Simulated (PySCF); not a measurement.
# LiCa: from the state search to spectroscopic constants

An exercise on one series of results from a longer session: the logs are not shown, and one member is left open.

Program: PySCF 2.14.0. Level of theory: Li def2-TZVP, Ca def2-TZVP, no relativity. These are calculated values, not measurements.

Set-up of the first run:

Settings of the job:

```
atoms                         : Li, Ca
charge                        : 0
basis                         : Li def2-TZVP, Ca def2-TZVP
Hamiltonian                   : no relativity
basis functions               : 50
electrons treated             : 23
masses in u                   : 7.0160, 39.9626
levels                        : PBE0, PBE, r²SCAN, LDA, revPBE, M06-L, HF, MP2, SCS-MP2, CCSD, CCSD(T)
grid                          : 80 radial by 434 angular points
occupations                   : held fixed by the projection of orbital angular momentum
dissociation limit            : Li + Ca, each in its ground configuration
starting distance in angstrom : 2.875
values of 2S to try           : 1, 3
```

Run with:

```bash
OMP_NUM_THREADS=1 python dia.py task.json out
```

Steps of the session up to this table: The job; First curve: PBE0; Excited determinants; PBE (GGA); r²SCAN (meta-GGA); LDA; revPBE; M06-L; ROHF (mean field); Correlated methods on the Hartree–Fock reference.

One table of the session follows, with a row left open; its other results are not shown here.

| level | Re (Å) | ωe (cm⁻¹) | De (eV) | μ (D) |
| --- | --- | --- | --- | --- |
| LDA | 3.358 | 204.1 | 0.469 | -0.57 |
| PBE | 3.411 | 198.4 | 0.405 | -0.34 |
| revPBE | 3.437 | 196.3 | 0.383 | -0.29 |
| r²SCAN | ? | ? | ? | ? |
| M06-L | 3.475 | 186.6 | 0.377 | -0.91 |
| PBE0 | 3.423 | 199.1 | 0.376 | -0.64 |

**Question.** Estimate the row for r²SCAN.

**Answer.** Re (Å): 3.435; ωe (cm⁻¹): 200.4; De (eV): 0.457; μ (D): -0.88. In the column «Re (Å)» it lies between PBE0 (3.423) and revPBE (3.437).

De is counted to Li + Ca in their ground configurations. No constants: ROHF (no minimum is bracketed among the points kept).
